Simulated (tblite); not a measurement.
# B3Cl3H3P: the cost of one run

The runs use tblite 0.8.0 and PySCF 2.14.0, with density-fitted response routines of our own; the level of theory stands in each step. All values are computed, except where a source is named. Atoms count from 0, in the outputs and in this text.

## 1. The molecule as given

10 atoms, charge 0, multiplicity 1; geometry from: force field or distance geometry start.

Bonds of the start (Å): B0–P1 1.93, P1–B2 1.95, B2–Cl3 1.86, B2–B4 1.66, B4–Cl5 1.86, B4–Cl6 1.86, B0–H7 1.19, B0–H8 1.19, P1–H9 1.47.

## 2. Geometry optimisation with GFN2-xTB

The job: settings as JSON, then the geometry in Å.

```
{"job": {"kind": "relax", "xc": "GFN2-xTB", "basis": "xTB"}, "charge": 0, "multiplicity": 1}
B     -1.647900     1.225500    -0.468800
P     -0.584000     0.828900     1.088700
B      0.420400    -0.766400     0.580900
Cl    -0.597900    -2.063800    -0.272900
B      1.983500    -0.618100     0.048400
Cl     2.777000    -2.018800    -0.877200
Cl     2.772800     1.048000    -0.205700
H     -2.575900     0.496000    -0.624800
H     -1.003900     1.368100    -1.459300
H     -1.535100     0.505200     2.168300
```

On the command line:

```sh
$ OMP_NUM_THREADS=1 python probes_run.py task.json out
```

One launch serves the whole session: the jobs run in the order shown.

Q: Estimate the wall time and peak memory of this first job on 1 thread of Arm Neoverse N1, shared host.

About 1.5 s, with a peak of 0.18 GiB.
